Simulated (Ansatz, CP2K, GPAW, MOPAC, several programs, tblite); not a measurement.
# What cheap methods get right for GeSb4Te7

Aim: run GeSb4Te7 through methods of unlike cost and see what each gets, and at what price.

Program: MOPAC, tblite, CP2K, Ansatz (versions at each run). Level of theory: no spin polarisation, static lattice; gaps from single points on the cell relaxed beforehand with r²SCAN+rVV10. These are calculated values, not measurements.

4 further runs of the same task are left out: 1 that didn't finish, 3 set aside as unsound or not needed.

## Step 1: Starting point

It takes space group P-3m1 (No. 164, trigonal). The conventional cell has a = 4.266 Å, b = 4.266 Å, c = 24.224 Å, α = 90.00°, β = 90.00°, γ = 120.00°. Ge (site symmetry -3m) has 6 Te at 2.98 Å as nearest neighbours. Sb (site symmetry 3m) is surrounded by 6 Te at 3.00 to 3.16 Å. Sb (site symmetry 3m) is surrounded by 6 Te at 2.99 to 3.18 Å. Te (site symmetry 3m) has 3 Sb at 3.00 Å as nearest neighbours. Te (site symmetry 3m) has 3 Sb at 2.99 Å as nearest neighbours. Te (site symmetry 3m) has 3 Ge at 2.98 Å and 3 Sb at 3.18 Å as nearest neighbours. Around Te (site symmetry -3m) lie 6 Sb at 3.16 Å.

Coordinates:

```
CELL_PARAMETERS angstrom
4.26566 0.00000 0.00000
-2.13283 3.69417 0.00000
0.00000 0.00000 24.22414
ATOMIC_POSITIONS crystal
Ge 0.00000 0.00000 0.50000
Sb 0.66667 0.33333 0.91821
Sb 0.33333 0.66667 0.34802
Sb 0.33333 0.66667 0.08179
Sb 0.66667 0.33333 0.65198
Te 0.33333 0.66667 0.84780
Te 0.66667 0.33333 0.15220
Te 0.00000 0.00000 0.72195
Te 0.66667 0.33333 0.43089
Te 0.33333 0.66667 0.56911
Te 0.00000 0.00000 0.00000
Te 0.00000 0.00000 0.27805
```

The structure type (database structure) is imposed and need not be the compound's stable one.

**Question.** The methods are PM6, PM7, GFN1-xTB (tblite), PBE/DZVP, PBE/SZV, coarse PBE, PBE, r2SCAN. What gap does r2SCAN give on this cell, and which other methods (full PBE left aside) come nearest to r2SCAN and farthest in gap?

| quantity | value |
| --- | --- |
| r2SCAN | gap 0.41 eV |
| gap: nearest and farthest of the other methods | PBE/DZVP, coarse PBE (about 0.10 eV off); GFN1-xTB (tblite) (+0.29 eV) |

For the gap (full PBE left aside), PBE/DZVP, coarse PBE tie for nearest to r2SCAN; GFN1-xTB (tblite) is farthest. A minimal basis or a coarse cutoff and mesh shifts results by its own error, so closeness to r2SCAN can be chance. Cluster runs see only the k-points that fold onto the zone centre, so their gaps can miss the band edges. PM7, PM6 ended in an unphysical state and are left out of the comparison. No r2SCAN modulus is at hand, so moduli aren't ranked. CPU times run from 10 s (coarse PBE) to 2.7 min (r2SCAN). r2SCAN is a yardstick, not the truth: it usually gives gaps below the measured ones. Spin-orbit coupling is left out throughout, and with elements this heavy it can close so small a gap.
